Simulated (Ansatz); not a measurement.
**BH7N2OSi: how energies converge with the basis set**

How large a basis does BH7N2OSi need? Two functionals are run in growing sets.

Method: one geometry, several basis sets; program: Ansatz 0.2.0, Gaussian basis.

The runs, in order: PBE0-D4/def2-SVP; ωB97M-V/def2-SVP; PBE0-D4/def2-QZVPP; ωB97M-V/def2-QZVPP; the functionals' def2-TZVPP values are taken from earlier runs.

### 1 The geometry

An earlier PBE0-D4 in a triple-zeta def2 set relaxation fixed the geometry.

SMILES `NB(N)O[SiH3]`, 12 atoms, charge 0, spin multiplicity 1.

Atoms are counted from 1 here; the program's logs count them from 0.

Bond lengths: N1–B2 1.418 Å, N1–H6 1.003 Å, N1–H7 1.003 Å, B2–N3 1.414 Å, B2–O4 1.386 Å, N3–H8 1.003 Å, N3–H9 1.002 Å, O4–Si5 1.629 Å, Si5–H10 1.492 Å, Si5–H11 1.484 Å, Si5–H12 1.486 Å. Angles: B2–N1–H6 122.6°, B2–N1–H7 123.4°, H6–N1–H7 113.8°, N1–B2–N3 122.3°, N1–B2–O4 120.7°, N3–B2–O4 117.0°, B2–N3–H8 121.1°, B2–N3–H9 124.4°, H8–N3–H9 114.5°, B2–O4–Si5 136.2°, O4–Si5–H10 111.4°, O4–Si5–H11 108.6°, O4–Si5–H12 110.5°, H10–Si5–H11 108.7°, H10–Si5–H12 108.2°, H11–Si5–H12 109.3°.

### 2 PBE0-D4 in def2-SVP

File in.yaml:

```yaml
crystal:
  periodic: [false, false, false]
  atoms:
    - {symbol: N, position_ang: [-0.955318, 1.062031, 0.633415]}
    - {symbol: B, position_ang: [-0.317353, -0.203389, 0.683566]}
    - {symbol: N, position_ang: [-0.417932, -1.056718, 1.805991]}
    - {symbol: O, position_ang: [0.443816, -0.654643, -0.382829]}
    - {symbol: Si, position_ang: [1.035544, -0.013568, -1.759034]}
    - {symbol: H, position_ang: [-0.945077, 1.639995, -0.186515]}
    - {symbol: H, position_ang: [-1.533973, 1.417570, 1.371194]}
    - {symbol: H, position_ang: [0.056405, -1.940101, 1.828565]}
    - {symbol: H, position_ang: [-0.952415, -0.850059, 2.628039]}
    - {symbol: H, position_ang: [0.214352, 1.144778, -2.217917]}
    - {symbol: H, position_ang: [1.017634, -1.057663, -2.812940]}
    - {symbol: H, position_ang: [2.431217, 0.456466, -1.557438]}
basis:
  gaussian: {orbitals: def2-SVP}
hamiltonian: {xc: pbe0, dispersion: d4}
output: {orbitals: {seedname: orbitals}}
```

Further steps of the session: ωB97M-V in def2-SVP; PBE0-D4 in def2-QZVPP; ωB97M-V in def2-QZVPP.

Before running them: what should the planned runs give, taken together? Wanted: PBE0-D4: double and triple zeta above quadruple; ωB97M-V: double and triple zeta above quadruple.

As calculated:

| quantity | value |
| --- | --- |
| PBE0-D4: double and triple zeta above quadruple | 10.40, 0.64 eV |
| ωB97M-V: double and triple zeta above quadruple | 10.59, 0.59 eV |

What this shows: For PBE0-D4 the step from double to triple zeta gains 9.76 eV and the next only 0.64 eV. These are total energies; as a rule much of such shifts cancels in differences, which this series doesn't test. The LUMO of ωB97M-V is positive and keeps falling with the basis (2.88 to 1.42 eV): an unbound level that the basis holds in place.
